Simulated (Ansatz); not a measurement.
# Zn3GeO: the cost of one run

Program: Ansatz 0.2.0. Level of theory: DFT PBE, scalar-relativistic, plane waves, PAW. These are calculated values, not measurements.

### Step 1. The system as given

It takes space group P4mm (No. 99, tetragonal). The conventional cell has a = 3.764 Å, b = 3.764 Å, c = 4.843 Å, α = 90.00°, β = 90.00°, γ = 90.00°. Zn (site symmetry 2mm) has 2 Ge at 2.09 Å and 6 Zn at 2.66 to 2.70 Å and 2 O at 2.98 Å as nearest neighbours. Zn (site symmetry 4mm) is surrounded by 2 Ge at 1.99 to 2.85 Å and 4 Zn at 2.70 Å and 4 O at 2.73 Å. Ge (site symmetry 4mm) has 5 Zn at 1.99 to 2.09 Å as nearest neighbours. Around O (site symmetry 4mm) lie 8 Zn at 2.73 to 2.98 Å and 4 Ge at 3.00 Å.

Structure file:

```cif
data_structure
_symmetry_space_group_name_H-M 'P4mm'
_symmetry_Int_Tables_number 99
_cell_length_a 3.7637
_cell_length_b 3.7637
_cell_length_c 4.8432
_cell_angle_alpha 90.000
_cell_angle_beta 90.000
_cell_angle_gamma 90.000
_cell_volume 68.61
loop_
_atom_site_label
_atom_site_type_symbol
_atom_site_symmetry_multiplicity
_atom_site_Wyckoff_symbol
_atom_site_fract_x
_atom_site_fract_y
_atom_site_fract_z
_atom_site_occupancy
Zn1 Zn 2 c 0.00000 0.50000 0.51472 1
Zn2 Zn 1 b 0.50000 0.50000 0.11585 1
Ge1 Ge 1 b 0.50000 0.50000 0.70450 1
O1 O 1 a 0.00000 0.00000 0.99211 1
```

Recipe of the guess: species swapped into a database cell of CeBPt3 (P4mm, No. 99), with O on the Ce sites, Ge on the B sites and Zn on the Pt sites. Its size is a rough estimate.

### Step 2. Probe: one point on a coarse mesh

File input.yaml:

```yaml
crystal:
  lattice:
    - [3.76370296, 0.0, 0.0]
    - [0.0, 3.76370296, 0.0]
    - [0.0, 0.0, 4.84317571]
  atoms:
    - { symbol: Zn, position: [0.0, 0.5, 0.51471835] }
    - { symbol: Zn, position: [0.5, 0.5, 0.11585233] }
    - { symbol: Zn, position: [0.5, 0.0, 0.51471835] }
    - { symbol: Ge, position: [0.5, 0.5, 0.70449579] }
    - { symbol: O, position: [0.0, 0.0, 0.99211425] }
basis:
  ecutwfc: 420
kpoints:
  mp_grid: { grid: [4, 4, 4] }
hamiltonian:
  xc: pbe
scf:
  occupations: { method: gaussian, width: 0.1 }
  lower_state_search: "off"
output:
  forces: true
  stress: true
  eigenvalues: true
```

Run with:

```sh
$ ansatz run input.yaml --threads 1 --pin off --max-ram 2560MiB --backend cpu --events-out ev --progress --plain --runs-dir out
```

Q: Estimate wall time and peak memory on 1 thread of Arm Neoverse N1, shared host.

About 8.3 s, with a peak of 0.31 GiB.
